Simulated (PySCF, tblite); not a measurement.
# C6H14N2Si: geometry, infrared bands and NMR shifts

Aim: predict the infrared bands and NMR shifts of C6H14N2Si (`[SiH3]N/N=C/C1CCCC1`).

Programs: tblite 0.8.0 and PySCF 2.14.0, with density-fitted response routines of our own. Each step states its level of theory. These are calculated values for one molecule in the gas phase, unless marked as measured. Atoms count from 0, in the outputs and in this text.

### 1 Starting geometry

23 atoms, charge 0, multiplicity 1; geometry from: force field or distance geometry start.

Bonds of the start (Å): Si0–N1 1.81, N1–N2 1.40, N2–C3 1.29, C3–C4 1.50, C4–C5 1.52, C5–C6 1.53, C6–C7 1.53, C7–C8 1.51, C8–C4 1.49, Si0–H9 1.47, Si0–H10 1.46, Si0–H11 1.50, N1–H12 1.03, C3–H13 1.09, C4–H14 1.12, C5–H15 1.09, C5–H16 1.09, C6–H17 1.11, C6–H18 1.09, C7–H19 1.09, C7–H20 1.13, C8–H21 1.12, C8–H22 1.12.

### 2 Geometry optimisation with GFN2-xTB

What the job is given:

```
{"job": {"kind": "relax", "xc": "GFN2-xTB", "basis": "xTB"}, "charge": 0, "multiplicity": 1}
Si     3.268700    -1.115300     0.188500
N      2.875300     0.062200    -1.128600
N      1.509100     0.293600    -1.330500
C      0.704200     0.592400    -0.371900
C     -0.740400     0.818400    -0.693200
C     -1.403100    -0.544000    -0.817700
C     -1.576000    -0.845500     0.675500
C     -2.369100     0.404000     1.062100
C     -1.496800     1.458600     0.415300
H      3.239900    -0.353200     1.448300
H      4.567400    -1.726600    -0.077800
H      2.291000    -2.247700     0.200700
H      3.612700     0.532700    -1.674600
H      1.083800     0.649500     0.645800
H     -0.845400     1.357400    -1.668100
H     -0.750400    -1.282600    -1.288400
H     -2.400600    -0.439200    -1.248800
H     -0.601000    -0.843600     1.202200
H     -2.109300    -1.776500     0.871700
H     -2.501800     0.518000     2.138400
H     -3.347000     0.297500     0.503200
H     -0.811000     1.951700     1.151600
H     -2.205000     2.265400     0.079200
```

Run with:

```sh
$ OMP_NUM_THREADS=1 python probes_run.py task.json out
```

This one command runs all jobs of the session in turn.

**Question.** This job is followed by: GFN2-xTB harmonic vibrations, gas phase; GIAO PBE0/pcSseg-1 NMR shielding, non-relativistic, gas phase. What will the session give for the following? strongest single infrared mode (GFN2-xTB); zero-point energy (GFN2-xTB); 13C shifts against TMS (PBE0/pcSseg-1, means over atoms taken as alike); 1H shifts against TMS (PBE0/pcSseg-1, means over atoms taken as alike); 29Si shifts against TMS (PBE0/pcSseg-1); 15N shifts against NH3 (PBE0/pcSseg-1).

As calculated:

| quantity | value |
| --- | --- |
| strongest single infrared mode (GFN2-xTB) | 2221 cm⁻¹, 418 km/mol |
| zero-point energy (GFN2-xTB) | 119.2 kcal/mol |
| 13C shifts against TMS (PBE0/pcSseg-1, means over atoms taken as alike) | 144.3, 44.5, 35.7, 31.6 ppm |
| 1H shifts against TMS (PBE0/pcSseg-1, means over atoms taken as alike) | 6.72, 4.79, 4.63, 2.85, 2.06, 1.65, 1.59, 1.45 ppm |
| 29Si shifts against TMS (PBE0/pcSseg-1) | -72.3 ppm |
| 15N shifts against NH3 (PBE0/pcSseg-1) | 368.5, 107.5 ppm |

In words: The optimisation took 170 steps and gained 1.135 eV; among the close pairs (by a distance rule), Si0–N1 changed most, from 1.810 to 1.736 Å. All 63 modes are real, so the xTB geometry is a minimum. The strongest single mode, at 2221 cm⁻¹, moves mainly H11 and H9. GFN2-xTB is a fitted tight-binding method: band positions and strengths are rough. Its intensities can rank the bands wrongly. At PBE0/pcSseg-1: Shielding is most anisotropic at N2 (span 597 ppm, paramagnetic term -424 ppm).
